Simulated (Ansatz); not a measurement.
Ga3Se under changes of volume

One of the cells (21.771 Å³/atom); the others are scaled copies at fixed shape and fractional positions:

```
CELL_PARAMETERS angstrom
4.43246 0.00000 0.00000
0.00000 4.43246 0.00000
0.00000 0.00000 4.43246
ATOMIC_POSITIONS crystal
Se 0.00000 0.00000 0.00000
Ga 0.50000 0.50000 0.00000
Ga 0.50000 0.00000 0.50000
Ga 0.00000 0.50000 0.50000
```

The cell comes from a database or a generator and needn't be the stable form of this composition.

```yaml
Program: Ansatz 0.2.0
Functional: PBEsol
Potentials_or_basis: Ansatz PAW
Cutoff: "420 eV (not typed: the program's choice for these potentials)"
k_mesh: 6 × 6 × 6
Occupations: fermi-dirac, width 0.05 eV
Spin: no spin polarisation
```

```tsv
volume (Å³/atom)	energy over the lowest point (meV/atom)	pressure (GPa)
20.465	0.00	-1.2
20.900	4.61	-2.1
21.335	11.54	-2.9
21.771	20.50	-3.6
22.206	?	?
22.642	43.49	-4.7
23.077	57.04	-5.2
```

Task: What does the run at 22.206 Å³/atom give?

Result: Energy over the lowest point 31.24 meV/atom; pressure -4.2 GPa.

Worked out: A Birch-Murnaghan fit of order 3 (a polynomial in V^(-2/3)) to the other rows has its minimum at 19.96 Å³/atom, just outside them, with B0 = V·E''(V) = 53 GPa and B' = 5.3. It gives 31.22 meV/atom at 22.206 Å³/atom, against the run's 31.24, and -dE/dV = -4.2 GPa, against -4.2.

Energies are extrapolated to zero smearing.

Caveats: the PAW data sets come from PBE, with cores solved anew for the run's functional, which leaves a small shift of forces and pressure.
